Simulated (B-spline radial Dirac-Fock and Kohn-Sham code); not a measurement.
**Inner shells of Ca¹³⁺**

Wanted for Ca¹³⁺: its X-ray form factor and Compton profile, the binding energy of each subshell, how cheaper methods do for the levels, its photoionisation cross sections and the widths and yields of its core holes.

The numbers are computed with B-spline radial Dirac-Fock and Kohn-Sham code (version 2): a free atom or ion on a radial basis; each step names its model.

## 1. The atom as given

Calcium as Ca¹³⁺, configuration [He] 2s2 2p3.

```yaml
nuclear_charge: 20
electrons: 7
mass_number: 40
nuclear_rms_radius: 3.4776 fm
```

Outer shells as boxes (Hund's rule, for the drawing alone; heavy ions are jj-coupled, and the calculation averages over the configuration):

```
[He] core
2s [↑↓]
2p [↑ ][↑ ][↑ ]
```

## 2. Scattering by the electron cloud

Model: Dirac-Fock average of configuration, finite nucleus; form factor of the spherical density, Waller-Hartree incoherent function, impulse-approximation Compton profiles.

The run's settings:

```ini
task = scatter
Z = 20
charge = 13
configuration = 1s2 2s2 2p3
mass_number = 40
rms_radius = 3.4776  # fm
s = [0.0, 0.05, 0.1, 0.15, 0.2, 0.25, 0.3, 0.35, 0.4, 0.45, 0.5, 0.6, 0.7, 0.8, 0.9, 1.0, 1.1, 1.2, 1.4, 1.6, 1.8, 2.0, 2.5, 3.0, 3.5, 4.0, 5.0, 6.0]  # 1/A
pz = [0, 0.1, 0.2, 0.3, 0.4, 0.5, 0.6, 0.8, 1.0, 1.2, 1.4, 1.6, 1.8, 2.0, 2.5, 3.0, 4.0, 5.0, 7.0, 10.0, 15.0, 20.0, 30.0, 40.0, 60.0, 100.0]  # a.u.
photon_energy = [2000, 5000, 8047.8, 17479.3, 20000, 50000, 100000, 200000]  # eV
```

## 3. Core and valence levels

Model: Dirac-Fock average of configuration, Delta-SCF, finite nucleus, first-order Breit with its frequency dependence, self-energy and vacuum polarisation.

Settings, as recorded:

```ini
task = binding
```

## 4. Dirac LDA, for comparison

Model: Dirac-Kohn-Sham LDA (Slater exchange, VWN correlation), finite nucleus, spherical and without spin polarisation.

Recorded inputs:

```ini
task = binding-ladder
method = lda,vwn
relativity = dirac
```

## 5. Subshell cross sections

Model: independent-particle photoionisation: Dirac-Hartree-Slater potential of the initial state with a Latter tail for bound and continuum orbitals, all multipoles in the length form, thresholds from Dirac-Fock Delta-SCF.

The run's settings:

```ini
task = photo
photon_energy = [40.81, 60, 113.0, 310.0, 453.0, 800, 1486.9, 2820.0, 3290.0, 3460.0, 4250.0, 6000, 12000, 30000, 37100.0, 59318.2]  # eV
```

## 6. Widths and yields

Model: independent-particle rates: relativistic LDA orbitals of the hole state, multipoles to L = 3 (length form), Coulomb Auger matrix elements with a Latter-tail continuum; energies from Dirac-Fock.

The run's settings:

```ini
task = decay
holes = ["K", "L1"]
```

## 7. The levels by non-relativistic HF

Model: non-relativistic Hartree-Fock, average of configuration, point nucleus.

The run's settings:

```ini
task = binding-ladder
method = hf
relativity = nr
```

(Steps that only read results are left out.)

What does the calculation give? Wanted: rms radius of the electron cloud; form factor halves at; Compton profile at zero; deepest level listed, K; least bound, L2,3; Dirac LDA, K: eigenvalue / ΔSCF; K hole: width, yield; non-relativistic HF, 1s: eigenvalue / ΔSCF.

**Answer**, as computed:

| quantity | value |
| --- | --- |
| rms radius of the electron cloud | 0.294 bohr |
| form factor halves at | 1.2 1/Å |
| Compton profile at zero | 0.6471 1/a.u. |
| deepest level listed, K (1s) | 4591.5 eV |
| least bound, L2,3 (2p) | 810.8 eV |
| ionisation energy, NIST (semi-empirical) | 817.200 eV |
| Dirac LDA, K: eigenvalue / ΔSCF | 4463.4 / 4601.5 eV |
| total at 1486.9 eV | 90.9 kb |
| strongest subshell at 1486.9 eV | L1 (2s), 44.5 kb, β = 2.00 |
| K hole: width, yield | 0.305 eV, 0.226 |
| its lifetime | 2.16 fs |
| its strongest line | Kα1 (K-L3), 3782.2 eV |
| non-relativistic HF, 1s: eigenvalue / ΔSCF | 4584.9 / 4572.8 eV |

**Reading.** The form factor starts at the 7 electrons and halves by s = 1.2 1/Å. Incoherent scattering outweighs coherent from 100 keV on, among the energies asked. For K (1s), relaxation takes off 12.2 eV, Breit terms shift it by -3.20 and QED by -1.47 eV. NIST's ionisation energy differs by +6.39 eV from the least binding energy; the calculation averages open shells over their j components and terms. Dirac LDA misses the K level by -2.8 % with its eigenvalue and by +0.2 % with ΔSCF, so total-energy differences mend most of the error. L1 (2s) leads at 1486.9 eV with 49 % of the total, and the K shell holds 91 % at 59318 eV. The K hole lives 2.2 fs and decays mostly by electron emission (yield 0.23). Non-relativistic HF misses the 1s level by -0.1 % with its eigenvalue and by -0.4 % with ΔSCF. The Hartree-Fock and Dirac-Fock values hold no electron correlation.
